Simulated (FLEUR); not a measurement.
# Cu3O2 (I4/mmm) in FLEUR: single point with PBEsol

Aim: the single point of Cu3O2 with PBEsol.

Program: FLEUR MaX-R8.1 (later development tree). These are calculated values, not measurements. Logs are shortened: lines on timing, memory, paths and dates and some standing lists are left out, and cuts for length are marked.

## Step 1: The structure

The structure is tetragonal, space group I4/mmm (No. 139). The conventional cell has a = 4.046 Å, b = 4.046 Å, c = 7.347 Å, α = 90.00°, β = 90.00°, γ = 90.00°. Cu (site symmetry 4/mmm) has 4 O at 2.02 Å as nearest neighbours. Cu (site symmetry -4m2) has 2 O at 1.84 Å as nearest neighbours. Around O (site symmetry mmm) lie 4 Cu at 1.84 to 2.02 Å.

The cell comes from a database or a generator and needn't be the stable form of this composition.

## Step 2: Single point, PBEsol

inp.xml

```xml
<?xml version="1.0" encoding="UTF-8" standalone="no"?>
<fleurInput fleurInputVersion="0.39">
   <comment>
      Cu3O2                                                                                               
   </comment>
   <calculationSetup>
      <cutoffs Kmax="5.47" Gmax="17.0" GmaxXC="17.0" numbands="0"/>
      <scfLoop itmax="60" minDistance="0.00001" maxIterBroyd="15" imix="Anderson" alpha="0.05" precondParam="0.0" spinf="2.0" sdNocoIR="T"/>
      <coreElectrons ctail="T" frcor="F" kcrel="0" coretail_lmax="0"/>
      <xcFunctional name="PBEs" relativisticCorrections="F"/>
      <magnetism jspins="1"/>
      <soc l_soc="F" theta="0.0" phi="0.0" spav="F"/>
      <expertModes spex="0" secvar="F"/>
      <geometryOptimization l_f="T" forcealpha="1.0" forcemix="BFGS" epsdisp="0.0005" epsforce="0.0002"/>
      <ldaU l_linMix="F" mixParam="0.05" spinf="1.0"/>
   </calculationSetup>
   <cell>
      <bzIntegration valenceElectrons="69.0" mode="hist" fermiSmearingEnergy="0.00183747">
         <kPointListSelection listName="default-1"/>
         <!-- k-points included here -->
         <xi:include xmlns:xi="http://www.w3.org/2001/XInclude" href="kpts.xml"> </xi:include>
      </bzIntegration>
      <!-- symmetry operations included here -->
      <xi:include xmlns:xi="http://www.w3.org/2001/XInclude" href="sym.xml"> </xi:include>
      <bulkLattice scale="1.0">
         <bravaisMatrix>
            <row-1>   -3.8228819349955567     3.8228819349955567     6.9421300166746782</row-1>
            <row-2>    3.8228819349955567    -3.8228819349955567     6.9421300166746782</row-2>
            <row-3>    3.8228819349955567     3.8228819349955567    -6.9421300166746782</row-3>
         </bravaisMatrix>
      </bulkLattice>
   </cell>
   <atomSpecies>
      <species name="Copper (Cu)" element="Cu" atomicNumber="29">
         <mtSphere radius="1.79" gridPoints="603" logIncrement="0.02"/>
         <atomicCutoffs lmax="8" lnonsphr="8"/>
         <electronConfig flipSpins="F">
            <coreConfig>(1s1/2) (2s1/2) (2p1/2) (2p3/2)</coreConfig>
            <valenceConfig>(3s1/2) (3p1/2) (3p3/2) (4s1/2) (3d3/2) (3d5/2)</valenceConfig>
            <stateOccupation state="(4s1/2)" spinUp="0.500000" spinDown="0.500000"/>
         </electronConfig>
         <energyParameters s="4" p="4" d="3" f="4"/>
         <lo type="SCLO" l="0" n="3" eDeriv="0"/>
         <lo type="SCLO" l="1" n="3" eDeriv="0"/>
         <lo type="SCLO" l="1" n="3" eDeriv="1"/>
         <lo type="SCLO" l="2" n="3" eDeriv="2"/>
         <lo type="SCLO" l="3" n="4" eDeriv="2"/>
      </species>
      <species name="Oxygen (O)" element="O" atomicNumber="8">
         <mtSphere radius="1.37" gridPoints="461" logIncrement="0.023"/>
         <atomicCutoffs lmax="8" lnonsphr="8"/>
         <electronConfig flipSpins="F">
            <coreConfig>(1s1/2)</coreConfig>
            <valenceConfig>(2s1/2) (2p1/2) (2p3/2)</valenceConfig>
            <stateOccupation state="(2p1/2)" spinUp="0.666667" spinDown="0.666667"/>
            <stateOccupation state="(2p3/2)" spinUp="1.333333" spinDown="1.333333"/>
         </electronConfig>
         <energyParameters s="2" p="2" d="3" f="4"/>
         <lo type="SCLO" l="0" n="2" eDeriv="2"/>
         <lo type="SCLO" l="1" n="2" eDeriv="2"/>
         <lo type="SCLO" l="2" n="3" eDeriv="2"/>
      </species>
   </atomSpecies>
   <atomGroups>
      <atomGroup species="Copper (Cu)">
         <relPos label="                   1">.0000000000 .0000000000 .0000000000</relPos>
         <force calculate="T" relaxXYZ="TTT"/>
      </atomGroup>
      <atomGroup species="Copper (Cu)">
         <relPos label="                   2">-1.000/4.000 1.000/4.000 1.000/2.000</relPos>
         <relPos label="                   3">1.000/4.000 -1.000/4.000 1.000/2.000</relPos>
         <force calculate="T" relaxXYZ="TTT"/>
      </atomGroup>
      <atomGroup species="Oxygen (O)">
         <relPos label="                   4">1.000/2.000 .0000000000 1.000/2.000</relPos>
         <relPos label="                   5">.0000000000 1.000/2.000 1.000/2.000</relPos>
         <force calculate="T" relaxXYZ="TTT"/>
      </atomGroup>
   </atomGroups>
   <output dos="F" band="F" slice="F">
      <checks vchk="F" cdinf="F"/>
      <bandDOS minEnergy="-.5*Htr" maxEnergy="0.5*Htr" sigma="0.015" storeEVData="T"/>
      <vacuumDOS vacdos="F" integ="F" star="F" nstars="0" locx1="0.0" locy1="0.0" locx2="0.0" locy2="0.0" nstm="0" tworkf="0.0"/>
      <unfoldingBand unfoldBand="F" supercellX="1" supercellY="1" supercellZ="1"/>
      <plotting iplot="0" polar="F">
         <plot TwoD="T" vec1="  1.0  0.0  0.0" vec2="  0.0  1.0  0.0" vec3="  0.0  0.0  1.0" zero="  0.0  0.0  0.0" file="plot"/>
      </plotting>
      <chargeDensitySlicing numkpt="0" minEigenval="0.0" maxEigenval="0.0" nnne="0" pallst="F"/>
      <specialOutput eonly="F"/>
      <moessbauerParams electricFieldGradient="T" isomerShift="T" coreHyperfine="T" valenceHyperfine="T"/>
      <magneticCircularDichroism mcd="F" energyLo="-10.0" energyUp="0.0"/>
   </output>
  <!-- We include the file relax.xml here to enable relaxations (see documentation) -->
  <xi:include xmlns:xi="http://www.w3.org/2001/XInclude" href="relax.xml"> <xi:fallback/> </xi:include>
</fleurInput>
```

crystal.txt

```
Cu3O2
&input cartesian=F /
-2.0229820000  2.0229820000  3.6736170000
2.0229820000  -2.0229820000  3.6736170000
2.0229820000  2.0229820000  -3.6736170000
1.8897261246
1.0 1.0 1.0

5
29 0.0000000000  0.0000000000  0.0000000000
29 0.7500000000  0.2500000000  0.5000000000
29 0.2500000000  0.7500000000  0.5000000000
8 0.5000000000  0.0000000000  0.5000000000
8 0.0000000000  0.5000000000  0.5000000000

&kpt div1=9 div2=9 div3=9 gamma=T /
```

Potentials or basis: all-electron, FLAPW.

On the command line:

```sh
> inpgen -f crystal.txt -profile fastHighL
> # inp.xml edited to the form shown
> fleur_MPI
```

The log of the run:

```text
Welcome to FLEUR        (www.flapw.de)
      MaX-Release 8.1          (www.max-centre.eu)

 ========== k-point set info ==========
 Selected k-point list: default-1
 k-point list type: mesh
 9 x 9 x 9
 Number of k points: 75

 ------------Calculation Setup---------------------------
 Number of MPI-tasks      :            1
 Number of PE/node        :            1
 Number of OMP-threads    :            1
 Most efficient MPI parallelization for:
           1           3           5          15          25          75
 Additional eigenvalue parallelization possible
 Number of basis functions:         1310
 Approximate size of matrices (H+S) per k-point:         0.026 GB
 --------------------------------------------------------
 Iteration:     1   Distance:      44.74137590 me/bohr^3
 Iteration:     2   Distance:      32.50895629 me/bohr^3
 Iteration:     3   Distance:      13.28616079 me/bohr^3
 Iteration:     4   Distance:      11.09550902 me/bohr^3
 Iteration:     5   Distance:       6.50942063 me/bohr^3
 Iteration:     6   Distance:       4.55126090 me/bohr^3
 Iteration:     7   Distance:       3.84620412 me/bohr^3
 Iteration:     8   Distance:       1.09008103 me/bohr^3
 Iteration:     9   Distance:       1.34111269 me/bohr^3
 Iteration:    10   Distance:       0.18800354 me/bohr^3
 Iteration:    11   Distance:       0.07556076 me/bohr^3
 Iteration:    12   Distance:       0.03596390 me/bohr^3
 Iteration:    13   Distance:       0.01389695 me/bohr^3
 Iteration:    14   Distance:       0.00465388 me/bohr^3
 Iteration:    15   Distance:       0.00543868 me/bohr^3
 Iteration:    16   Distance:       0.00292642 me/bohr^3
 Iteration:    17   Distance:       0.00156909 me/bohr^3
 Iteration:    18   Distance:       0.00042361 me/bohr^3
 Iteration:    19   Distance:       0.00024900 me/bohr^3
 Iteration:    20   Distance:       0.00004209 me/bohr^3
 Iteration:    21   Distance:       0.00003412 me/bohr^3
 Iteration:    22   Distance:       0.00002122 me/bohr^3
 Iteration:    23   Distance:       0.00000270 me/bohr^3

 ********************************************************************
 Run finished successfully
 Stop message:
   Structural relaxation: Done
 ********************************************************************
```

Wall time 32 min (1 thread of Arm Neoverse V2, shared host); peak memory 0.15 GiB.

Results:

```
Free energy                                           : -139078.0270 eV
Band gap on the k mesh                                : none (metal or under the smearing width)
Valence electrons inside the program's atomic spheres : Cu 16.77, 16.82; O 4.34 (radii Cu 1.79, O 1.37 bohr)
```

Core levels (eV from the Fermi level):
```
atom                                                    levels
1 Cu  1s1/2 -8838.6, 2s1/2 -1059.1, 2p1/2 -927.8, 2p3/2 -907.4
2 Cu  1s1/2 -8838.3, 2s1/2 -1058.8, 2p1/2 -927.5, 2p3/2 -907.1
3 Cu  1s1/2 -8838.3, 2s1/2 -1058.8, 2p1/2 -927.5, 2p3/2 -907.1
 4 O                                              1s1/2 -504.4
 5 O                                              1s1/2 -504.4
```

Caveat: an odd number of electrons without spin polarisation forces a metal; a magnetic or distorted state may lie lower; the run has no spin polarisation, though such a crystal can be magnetic; semilocal functionals often make such compounds metallic where correlation or magnetic order opens a gap, which also shifts bond lengths. With open d or f shells a metallic result of PBEsol can be an artefact of self-interaction; +U or a hybrid may open a gap.
